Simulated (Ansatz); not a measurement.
**C8H7F13O3Si: structure and electronic state**

What does C8H7F13O3Si look like as a singlet, and where do its frontier electrons sit?

The runs use Ansatz 0.2.0, Gaussian basis; RKS PBE0-D4/def2-TZVP.

The runs, in order: relaxation at PBE-D4/def2-SVP; a single point at PBE0-D4/def2-TZVP.

## Step 1: Where the work starts

SMILES `O[Si](O)(O)CCC(F)(F)C(F)(F)C(F)(F)C(F)(F)C(F)(F)C(F)(F)F`, 32 atoms, charge 0, spin multiplicity 1.

Atoms are counted from 1 here; the program's logs count them from 0.

Bond lengths: O1–Si2 1.618 Å, O1–H26 0.952 Å, Si2–O3 1.624 Å, Si2–O4 1.621 Å, Si2–C5 1.918 Å, O3–H27 0.952 Å, O4–H28 0.954 Å, C5–C6 1.526 Å, C5–H29 1.090 Å, C5–H30 1.088 Å, C6–C7 1.522 Å, C6–H31 1.094 Å, C6–H32 1.093 Å, C7–F8 1.365 Å, C7–F9 1.352 Å, C7–C10 1.556 Å, C10–F11 1.349 Å, C10–F12 1.346 Å and more. Angles: Si2–O1–H26 120.5°, O1–Si2–O3 109.0°, O1–Si2–O4 109.1°, O1–Si2–C5 111.3°, O3–Si2–O4 109.4°, O3–Si2–C5 108.0°, O4–Si2–C5 110.0°, Si2–O3–H27 119.9°, Si2–O4–H28 119.0°, Si2–C5–C6 115.9°, Si2–C5–H29 108.9°, Si2–C5–H30 110.1°, C6–C5–H29 105.9°, C6–C5–H30 110.0°, H29–C5–H30 105.5°, C5–C6–C7 117.2°, C5–C6–H31 110.7°, C5–C6–H32 109.4° and more.

As a file:

```mol
C8H7F13O3Si
  3D, bonds by distance, orders not assigned

 32 31  0  0  0  0  0  0  0  0999 V2000
   -2.6688    1.2117    1.0392 O   0  0
   -3.4182    1.0320   -0.3837 Si  0  0
   -5.0222    0.9865   -0.1345 O   0  0
   -3.0558    2.2918   -1.3375 O   0  0
   -2.9053   -0.6075   -1.2377 C   0  0
   -1.5807   -0.5779   -1.9955 C   0  0
   -0.3412   -0.1694   -1.2128 C   0  0
    0.7308   -0.2473   -2.0538 F   0  0
   -0.3712    1.1223   -0.8137 F   0  0
    0.0158   -1.0671    0.0069 C   0  0
    0.2550   -2.3164   -0.4418 F   0  0
   -1.0135   -1.1688    0.8676 F   0  0
    1.2345   -0.6012    0.8684 C   0  0
    0.9538    0.5858    1.4330 F   0  0
    1.3632   -1.4851    1.8785 F   0  0
    2.5997   -0.4690    0.1297 C   0  0
    2.6112    0.6750   -0.5730 F   0  0
    2.7656   -1.4784   -0.7394 F   0  0
    3.8391   -0.4603    1.0818 C   0  0
    3.9527   -1.6423    1.7083 F   0  0
    4.9353   -0.3160    0.3163 F   0  0
    3.8536    0.6765    2.1509 C   0  0
    5.0695    0.7813    2.6713 F   0  0
    3.0070    0.4137    3.1385 F   0  0
    3.5307    1.8511    1.6239 F   0  0
   -2.9472    0.7098    1.7992 H   0  0
   -5.6179    1.2647   -0.8235 H   0  0
   -2.2066    2.7156   -1.2420 H   0  0
   -3.6638   -0.8747   -1.9735 H   0  0
   -2.9017   -1.4215   -0.5150 H   0  0
   -1.3567   -1.5594   -2.4226 H   0  0
   -1.6467    0.1441   -2.8135 H   0  0
  1  2  8  0
  1 26  8  0
  2  3  8  0
  2  4  8  0
  2  5  8  0
  3 27  8  0
  4 28  8  0
  5  6  8  0
  5 29  8  0
  5 30  8  0
  6  7  8  0
  6 31  8  0
  6 32  8  0
  7  8  8  0
  7  9  8  0
  7 10  8  0
 10 11  8  0
 10 12  8  0
 10 13  8  0
 13 14  8  0
 13 15  8  0
 13 16  8  0
 16 17  8  0
 16 18  8  0
 16 19  8  0
 19 20  8  0
 19 21  8  0
 19 22  8  0
 22 23  8  0
 22 24  8  0
 22 25  8  0
M  END
```

The start is a GFN2-xTB geometry.

## Step 2: Relaxation at PBE-D4/def2-SVP

The input, in.yaml:

```yaml
crystal:
  periodic: [false, false, false]
  atoms:
    - {symbol: O, position_ang: [-2.668750, 1.211720, 1.039230]}
    - {symbol: Si, position_ang: [-3.418180, 1.032010, -0.383720]}
    - {symbol: O, position_ang: [-5.022200, 0.986510, -0.134540]}
    - {symbol: O, position_ang: [-3.055810, 2.291820, -1.337540]}
    - {symbol: C, position_ang: [-2.905340, -0.607530, -1.237680]}
    - {symbol: C, position_ang: [-1.580650, -0.577870, -1.995500]}
    - {symbol: C, position_ang: [-0.341210, -0.169370, -1.212800]}
    - {symbol: F, position_ang: [0.730830, -0.247340, -2.053790]}
    - {symbol: F, position_ang: [-0.371230, 1.122350, -0.813720]}
    - {symbol: C, position_ang: [0.015790, -1.067140, 0.006940]}
    - {symbol: F, position_ang: [0.254980, -2.316390, -0.441790]}
    - {symbol: F, position_ang: [-1.013510, -1.168830, 0.867590]}
    - {symbol: C, position_ang: [1.234540, -0.601230, 0.868360]}
    - {symbol: F, position_ang: [0.953760, 0.585800, 1.433040]}
    - {symbol: F, position_ang: [1.363220, -1.485060, 1.878550]}
    - {symbol: C, position_ang: [2.599750, -0.469040, 0.129670]}
    - {symbol: F, position_ang: [2.611170, 0.675040, -0.573010]}
    - {symbol: F, position_ang: [2.765560, -1.478380, -0.739370]}
    - {symbol: C, position_ang: [3.839110, -0.460270, 1.081800]}
    - {symbol: F, position_ang: [3.952670, -1.642270, 1.708280]}
    - {symbol: F, position_ang: [4.935310, -0.315990, 0.316270]}
    - {symbol: C, position_ang: [3.853640, 0.676530, 2.150920]}
    - {symbol: F, position_ang: [5.069470, 0.781350, 2.671310]}
    - {symbol: F, position_ang: [3.007040, 0.413650, 3.138480]}
    - {symbol: F, position_ang: [3.530700, 1.851130, 1.623930]}
    - {symbol: H, position_ang: [-2.947230, 0.709830, 1.799200]}
    - {symbol: H, position_ang: [-5.617890, 1.264740, -0.823540]}
    - {symbol: H, position_ang: [-2.206590, 2.715620, -1.242030]}
    - {symbol: H, position_ang: [-3.663780, -0.874670, -1.973490]}
    - {symbol: H, position_ang: [-2.901740, -1.421450, -0.514970]}
    - {symbol: H, position_ang: [-1.356700, -1.559400, -2.422570]}
    - {symbol: H, position_ang: [-1.646740, 0.144110, -2.813530]}
basis:
  gaussian: {orbitals: def2-SVP}
hamiltonian: {xc: pbe, dispersion: d4}
scf: {lower_state_search: "off"}
output: {orbitals: {seedname: orbitals}}
relax: {f_tol: 0.03, max_steps: 70}
```

Started as:

```bash
> ansatz run in.yaml --threads 2 --pin off --events-out ev --progress --plain --max-ram 32768MiB --backend cuda --devices 0, --max-vram 18GiB
```

The program printed:

```text
Functional definition: PBE
  name "PBE"
  cite "Perdew, Burke & Ernzerhof, Phys. Rev. Lett. 77, 3865 (1996) doi:10.1103/PhysRevLett.77.3865"
  parent pbe
  parameter kappa = 0.804
  parameter beta = 0.06672455060314922
  exchange = pbe_x(kappa = kappa, mu = beta*pi^2/3)
  correlation = pbe_c(beta = beta)
these checks for a lower state are left out or cut short: stability, starts, cluster_reference, orbital_swaps, neighbouring_geometries, increment
4219 factors; their error is unknown
mean field evaluation 1: about -57633.1937 eV, gradient 1.2e2 eV
mean field evaluation 2: about -57590.3150 eV, gradient 1.9e2 eV
mean field evaluation 4: about -57657.5625 eV, gradient 1.0e1 eV
mean field evaluation 8: about -57657.7684 eV, gradient 3.3e-1 eV
mean field evaluation 16: about -57657.4695 eV, gradient 5.8e-4 eV
mean field -57657.46945341 eV, -2118.8729207762 hartree, gradient 8.4e-6 eV, S^2 0.000000; 0 other end points of the search recorded, 0 dependent functions left out
the calculation of the forces begins
reference -57657.46949493 eV, -2118.8729223021 hartree; 105, 105 occupied and 284, 284 virtual orbitals, 4219 factors
relax step   1: F+E_penalty+E_count = -57658.60776850 eV  Δ(F+E_penalty+E_count) = +0.000e0 eV  max|allowed force component| = 1.653e0 eV/Å  Δτ_max = 0.0000 Å  (22 SCF iters, accepted)
these checks for a lower state are left out or cut short: stability, starts, cluster_reference, orbital_swaps, neighbouring_geometries, increment
4219 factors; their error is unknown
mean field evaluation 32: about -57657.7346 eV, gradient 1.0e-6 eV
mean field -57657.73462836 eV, -2118.8826657761 hartree, gradient 1.3e-6 eV, S^2 0.000000; 0 other end points of the search recorded, 0 dependent functions left out
the calculation of the forces begins
reference -57657.73467017 eV, -2118.8826673127 hartree; 105, 105 occupied and 284, 284 virtual orbitals, 4219 factors
relax step   2: F+E_penalty+E_count = -57658.85822621 eV  Δ(F+E_penalty+E_count) = -2.505e-1 eV  max|allowed force component| = 9.220e-1 eV/Å  Δτ_max = 0.0881 Å  (20 SCF iters, accepted)
these checks for a lower state are left out or cut short: stability, starts, cluster_reference, orbital_swaps, neighbouring_geometries, increment
4219 factors; their error is unknown
mean field -57657.80363401 eV, -2118.8852016870 hartree, gradient 1.3e-6 eV, S^2 0.000000; 0 other end points of the search recorded, 0 dependent functions left out
the calculation of the forces begins
reference -57657.80367600 eV, -2118.8852032301 hartree; 105, 105 occupied and 284, 284 virtual orbitals, 4219 factors
relax step   3: F+E_penalty+E_count = -57658.92264372 eV  Δ(F+E_penalty+E_count) = -6.442e-2 eV  max|allowed force component| = 1.483e-1 eV/Å  Δτ_max = 0.0459 Å  (20 SCF iters, accepted)
[... from here on, the SCF cycles and remarks between the steps are left out ...]
relax step   4: F+E_penalty+E_count = -57658.92702719 eV  Δ(F+E_penalty+E_count) = -4.383e-3 eV  max|allowed force component| = 3.177e-1 eV/Å  Δτ_max = 0.0719 Å  (19 SCF iters, accepted)
relax step   5: F+E_penalty+E_count = -57658.93901596 eV  Δ(F+E_penalty+E_count) = -1.199e-2 eV  max|allowed force component| = 6.316e-2 eV/Å  Δτ_max = 0.0485 Å  (20 SCF iters, accepted)
relax step   6: F+E_penalty+E_count = -57658.94394331 eV  Δ(F+E_penalty+E_count) = -4.927e-3 eV  max|allowed force component| = 7.580e-2 eV/Å  Δτ_max = 0.0476 Å  (20 SCF iters, accepted)
relax step   7: F+E_penalty+E_count = -57658.95078016 eV  Δ(F+E_penalty+E_count) = -6.837e-3 eV  max|allowed force component| = 3.515e-1 eV/Å  Δτ_max = 0.1481 Å  (19 SCF iters, accepted)
relax step   8: F+E_penalty+E_count = -57658.95727389 eV  Δ(F+E_penalty+E_count) = -6.494e-3 eV  max|allowed force component| = 3.261e-1 eV/Å  Δτ_max = 0.0566 Å  (20 SCF iters, accepted)
relax step   9: F+E_penalty+E_count = -57658.96274819 eV  Δ(F+E_penalty+E_count) = -5.474e-3 eV  max|allowed force component| = 7.453e-1 eV/Å  Δτ_max = 0.1949 Å  (19 SCF iters, accepted)
relax step  10: F+E_penalty+E_count = -57659.01180475 eV  Δ(F+E_penalty+E_count) = -4.906e-2 eV  max|allowed force component| = 3.097e-1 eV/Å  Δτ_max = 0.2000 Å  (19 SCF iters, accepted)
relax step  11: F+E_penalty+E_count = -57658.95706719 eV  Δ(F+E_penalty+E_count) = +5.474e-2 eV  max|allowed force component| = 7.584e-1 eV/Å  Δτ_max = 0.2000 Å  (25 SCF iters, rejected (line search))
relax step  12: F+E_penalty+E_count = -57659.03870182 eV  Δ(F+E_penalty+E_count) = -2.690e-2 eV  max|allowed force component| = 4.632e-1 eV/Å  Δτ_max = 0.0974 Å  (19 SCF iters, accepted)
relax step  13: F+E_penalty+E_count = -57659.05273308 eV  Δ(F+E_penalty+E_count) = -1.403e-2 eV  max|allowed force component| = 2.311e-1 eV/Å  Δτ_max = 0.1000 Å  (19 SCF iters, accepted)
relax step  14: F+E_penalty+E_count = -57659.01837381 eV  Δ(F+E_penalty+E_count) = +3.436e-2 eV  max|allowed force component| = 4.857e-1 eV/Å  Δτ_max = 0.1500 Å  (19 SCF iters, rejected (line search))
relax step  15: F+E_penalty+E_count = -57659.06243123 eV  Δ(F+E_penalty+E_count) = -9.698e-3 eV  max|allowed force component| = 7.416e-2 eV/Å  Δτ_max = 0.0729 Å  (20 SCF iters, accepted)
relax step  16: F+E_penalty+E_count = -57659.06779290 eV  Δ(F+E_penalty+E_count) = -5.362e-3 eV  max|allowed force component| = 7.192e-2 eV/Å  Δτ_max = 0.0750 Å  (20 SCF iters, accepted)
relax step  17: F+E_penalty+E_count = -57659.07149732 eV  Δ(F+E_penalty+E_count) = -3.704e-3 eV  max|allowed force component| = 3.297e-1 eV/Å  Δτ_max = 0.1079 Å  (20 SCF iters, accepted)
relax step  18: F+E_penalty+E_count = -57659.06998655 eV  Δ(F+E_penalty+E_count) = +1.511e-3 eV  max|allowed force component| = 4.469e-1 eV/Å  Δτ_max = 0.1644 Å  (20 SCF iters, rejected (line search))
relax step  19: F+E_penalty+E_count = -57659.07565584 eV  Δ(F+E_penalty+E_count) = -4.159e-3 eV  max|allowed force component| = 2.344e-2 eV/Å  Δτ_max = 0.0814 Å  (20 SCF iters, accepted)
relax step  20: F+E_penalty+E_count = -57659.07681187 eV  Δ(F+E_penalty+E_count) = -1.156e-3 eV  max|allowed force component| = 1.168e-1 eV/Å  Δτ_max = 0.0818 Å  (20 SCF iters, accepted)
relax step  21: F+E_penalty+E_count = -57659.07750485 eV  Δ(F+E_penalty+E_count) = -6.930e-4 eV  max|allowed force component| = 7.379e-2 eV/Å  Δτ_max = 0.0272 Å  (21 SCF iters, accepted)
these checks for a lower state are left out or cut short: stability, starts, cluster_reference, orbital_swaps, neighbouring_geometries, increment
4219 factors; their error is unknown
mean field -57657.95781954 eV, -2118.8908679006 hartree, gradient 1.2e-6 eV, S^2 0.000000; 0 other end points of the search recorded, 0 dependent functions left out
the calculation of the forces begins
reference -57657.95786155 eV, -2118.8908694444 hartree; 105, 105 occupied and 284, 284 virtual orbitals, 4219 factors
relax step  22: F+E_penalty+E_count = -57659.07825028 eV  Δ(F+E_penalty+E_count) = -7.454e-4 eV  max|allowed force component| = 2.900e-2 eV/Å  Δτ_max = 0.0565 Å  (20 SCF iters, accepted)
Total energy: -57659.07829229 eV, -2118.9320445147 hartree
Atom 0 at    -2.777306     1.365777     0.967468 Å, force    -0.004377    -0.010653    -0.007429 eV/Å
Atom 1 at    -3.481473     1.035738    -0.516396 Å, force     0.002918     0.009763    -0.000091 eV/Å
Atom 2 at    -5.141454     0.908116    -0.420043 Å, force     0.022800    -0.028998    -0.009146 eV/Å
Atom 3 at    -3.135342     2.317744    -1.538590 Å, force     0.025608     0.001644     0.012388 eV/Å
Atom 4 at    -2.957913    -0.626779    -1.243484 Å, force    -0.006636     0.000501    -0.004531 eV/Å
Atom 5 at    -1.616657    -0.686936    -1.986999 Å, force     0.002988     0.007459    -0.004431 eV/Å
Atom 6 at    -0.356496    -0.252835    -1.250998 Å, force    -0.010632     0.001768     0.006031 eV/Å
Atom 7 at     0.696907    -0.324329    -2.121193 Å, force    -0.002334    -0.001261     0.003216 eV/Å
Atom 8 at    -0.452090     1.056066    -0.834772 Å, force     0.002535    -0.004986    -0.002864 eV/Å
Atom 9 at     0.030133    -1.106301    -0.006895 Å, force     0.011385     0.006053    -0.010834 eV/Å
Atom 10 at     0.255544    -2.375899    -0.409932 Å, force    -0.000724     0.001638     0.002669 eV/Å
Atom 11 at    -1.035912    -1.124034     0.862775 Å, force     0.007905    -0.001603     0.001514 eV/Å
Atom 12 at     1.236975    -0.630329     0.883091 Å, force    -0.001292    -0.005586     0.010586 eV/Å
Atom 13 at     0.878374     0.526850     1.491983 Å, force    -0.001231     0.003499     0.000341 eV/Å
Atom 14 at     1.393977    -1.592467     1.828607 Å, force     0.003645    -0.003739     0.005278 eV/Å
Atom 15 at     2.606702    -0.408343     0.170625 Å, force    -0.006319    -0.000877    -0.010870 eV/Å
Atom 16 at     2.557981     0.758555    -0.511129 Å, force     0.002267     0.001300    -0.000192 eV/Å
Atom 17 at     2.818248    -1.430110    -0.695560 Å, force     0.000777    -0.002585    -0.000231 eV/Å
Atom 18 at     3.873350    -0.368766     1.101426 Å, force    -0.000489     0.000607     0.006741 eV/Å
Atom 19 at     4.074841    -1.598075     1.625909 Å, force    -0.000215     0.001082    -0.000944 eV/Å
Atom 20 at     4.915887    -0.061140     0.290170 Å, force    -0.004816    -0.000575     0.000512 eV/Å
Atom 21 at     3.875597     0.666090     2.268783 Å, force    -0.001021     0.001471     0.000484 eV/Å
Atom 22 at     5.107248     0.716307     2.797353 Å, force    -0.002191     0.000296    -0.000064 eV/Å
Atom 23 at     3.011085     0.298792     3.228257 Å, force     0.001865     0.001198    -0.002879 eV/Å
Atom 24 at     3.544057     1.886307     1.819451 Å, force     0.000922    -0.001811     0.000015 eV/Å
Atom 25 at    -2.239115     0.642010     1.331738 Å, force    -0.001936     0.008185    -0.001867 eV/Å
Atom 26 at    -5.589518     1.707585    -0.094717 Å, force    -0.012225     0.025904     0.011507 eV/Å
Atom 27 at    -2.260086     2.706839    -1.361077 Å, force    -0.024049    -0.007074    -0.005129 eV/Å
Atom 28 at    -3.757917    -0.872187    -1.973408 Å, force     0.001723    -0.000816     0.000256 eV/Å
Atom 29 at    -3.022967    -1.410474    -0.462070 Å, force    -0.002096    -0.001443    -0.000020 eV/Å
Atom 30 at    -1.409763    -1.707887    -2.369146 Å, force    -0.002737     0.000012     0.001607 eV/Å
Atom 31 at    -1.642908    -0.015905    -2.871246 Å, force    -0.002018    -0.000372    -0.001619 eV/Å
Dipole moment:     0.043613    -0.177371    -0.063572 e Å
Checks for a lower state left out: stability, starts, cluster_reference, orbital_swaps, neighbouring_geometries, increment
```

It took 79 s on 1 × H100 (card shared with other runs) with 2 threads of AMD EPYC 7R13, shared host.

The steps of the relaxation: (the energy doesn't fall at every step)

```
step  energy from step 1 (eV)  largest force component (eV/Å)
   1                   0.0000                          1.6533
   2                  -0.2505                          0.9220
   3                  -0.3149                          0.1483
   4                  -0.3193                          0.3177
   5                  -0.3312                          0.0632
   6                  -0.3362                          0.0758
   7                  -0.3430                          0.3515
   8                  -0.3495                          0.3261
   9                  -0.3550                          0.7453
  10                  -0.4040                          0.3097
  11                  -0.3493                          0.7584
  12                  -0.4309                          0.4632
  13                  -0.4450                          0.2311
  14                  -0.4106                          0.4857
  15                  -0.4547                          0.0742
  16                  -0.4600                          0.0719
  17                  -0.4637                          0.3297
  18                  -0.4622                          0.4469
  19                  -0.4679                          0.0234
  20                  -0.4690                          0.1168
  21                  -0.4697                          0.0738
  22                  -0.4705                          0.0290
```

The force was under the threshold of 0.03 eV/Å already at step 19, but the program went on to step 22.

Close pairs (by a distance rule), those that changed most:

```
   bond  before (Å)  after (Å)  change (Å)
 O1–Si2       1.618      1.675      +0.057
 Si2–O4       1.621      1.676      +0.055
 Si2–O3       1.624      1.668      +0.044
C10–F12       1.346      1.376      +0.030
 Si2–C5       1.918      1.889      -0.030
  C7–F9       1.352      1.377      +0.025
 C5–H29       1.090      1.110      +0.020
 O1–H26       0.952      0.973      +0.020
```

Bonds by kind at the end (by distance):

```
bond  count  shortest (Å)  longest (Å)
 C–F     13         1.341        1.377
 C–C      7         1.523        1.573
O–Si      3         1.668        1.676
C–Si      1         1.889        1.889
 C–H      4         1.109        1.110
 H–O      3         0.972        0.974
```

(Part 1 of 2 ends here.)
